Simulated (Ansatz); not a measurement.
# InAs3: the cost of one run

Method: DFT PBE, scalar-relativistic, plane waves, PAW, in Ansatz 0.2.0.

1 further run of the same task is left out (it didn't finish).

**1. The system as given**

It takes space group I4/mmm (No. 139, tetragonal). The conventional cell has a = 4.271 Å, b = 4.271 Å, c = 9.539 Å, α = 90.00°, β = 90.00°, γ = 90.00°. In (site symmetry 4/mmm) is surrounded by 12 As at 3.02 to 3.20 Å. Around As (site symmetry 4/mmm) lie 4 In at 3.02 Å. As (site symmetry -4m2) has 8 As at 3.02 to 3.20 Å and 4 In at 3.20 Å as nearest neighbours.

Structure file:

```cif
data_structure
_symmetry_space_group_name_H-M 'I4/mmm'
_symmetry_Int_Tables_number 139
_cell_length_a 4.2705
_cell_length_b 4.2705
_cell_length_c 9.5393
_cell_angle_alpha 90.000
_cell_angle_beta 90.000
_cell_angle_gamma 90.000
_cell_volume 173.97
loop_
_atom_site_label
_atom_site_type_symbol
_atom_site_symmetry_multiplicity
_atom_site_Wyckoff_symbol
_atom_site_fract_x
_atom_site_fract_y
_atom_site_fract_z
_atom_site_occupancy
In1 In 2 a 0.00000 0.00000 0.00000 1
As1 As 2 b 0.50000 0.50000 0.00000 1
As2 As 4 d 0.50000 0.00000 0.25000 1
```

This is candidate A: TiAl3 (D0_22) type (I4/mmm, No. 139).

(A quick probe on a coarse mesh, which set the mesh and smearing, is not shown.)

**3. Relaxing cell and atoms (candidate A)**

File input.yaml:

```yaml
crystal:
  lattice:
    - [-2.1352579561, 2.1352579561, 4.7696671227]
    - [2.1352579561, -2.1352579561, 4.7696671227]
    - [2.1352579561, 2.1352579561, -4.7696671227]
  atoms:
    - { symbol: In, position: [0.0, 0.0, 0.0] }
    - { symbol: As, position: [0.5, 0.5, 0.0] }
    - { symbol: As, position: [0.25, 0.75, 0.5] }
    - { symbol: As, position: [0.75, 0.25, 0.5] }
basis:
  ecutwfc: 420
kpoints:
  mp_grid: { grid: [16, 16, 16] }
hamiltonian:
  xc: pbe
scf:
  occupations: { method: gaussian, width: 0.1 }
output:
  forces: true
  stress: true
  eigenvalues: true
relax:
  adjacent_minimum: "off"
  f_tol: 0.01
  max_steps: 80
  cell: { stress_tol: 0.05 }
```

Started as:

```
ansatz run input.yaml --threads 1 --pin off --max-ram 2560MiB --backend cpu --events-out ev --progress --plain --runs-dir out
```

**Question.** How long does this run take on 1 thread of Intel Xeon Platinum 8259CL at 2.50GHz (Skylake/Cascade Lake), shared host, and how much memory does it need?

About 13 min, with a peak of 1.1 GiB.
